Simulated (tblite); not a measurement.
# C6H8FOSi: the cost of one run

Programs: tblite 0.8.0 and PySCF 2.14.0, with density-fitted response routines of our own. Each step states its level of theory. These are calculated values for one molecule in the gas phase, unless marked as measured. Atoms count from 0, in the outputs and in this text.

**1. The molecule as given**

17 atoms, charge 0, multiplicity 2; geometry from: force field or distance geometry start.

Bonds of the start (Å): C0–C1 1.52, C1–O2 1.37, O2–Si3 1.70, Si3–C4 1.86, C4–C5 1.31, C5–C6 1.42, C6–C7 1.31, C7–F8 1.35, C7–Si3 1.85, C0–H9 1.10, C0–H10 1.10, C0–H11 1.12, C1–H12 1.12, C1–H13 1.10, C4–H14 1.08, C5–H15 1.12, C6–H16 1.11.

**2. Geometry optimisation with GFN2-xTB**

What the job is given:

```
{"job": {"kind": "relax", "xc": "GFN2-xTB", "basis": "xTB"}, "charge": 0, "multiplicity": 2}
C      3.051400    -0.215500     0.480500
C      1.741300    -0.168500    -0.280000
O      0.931600     0.838300     0.178500
Si    -0.543900     0.908700    -0.669100
C     -1.960600     1.529200     0.356000
C     -2.828800     0.547900     0.423300
C     -2.501900    -0.668500    -0.231100
C     -1.355800    -0.737700    -0.863800
F     -0.874300    -1.804300    -1.543500
H      2.873100    -0.690400     1.457000
H      3.490800     0.781800     0.645800
H      3.801900    -0.823600    -0.081600
H      1.226200    -1.146700    -0.126900
H      1.960200     0.003100    -1.341300
H     -2.059900     2.517900     0.788300
H     -3.776400     0.691700     1.004500
H     -3.181800    -1.551300    -0.206500
```

Run with:

```
OMP_NUM_THREADS=1 python probes_run.py task.json out
```

One launch serves the whole session: the jobs run in the order shown.

Q: Estimate the wall time and peak memory of this first job on 1 thread of Arm Neoverse V1, shared host.

About 1.1 s, with a peak of 0.18 GiB.
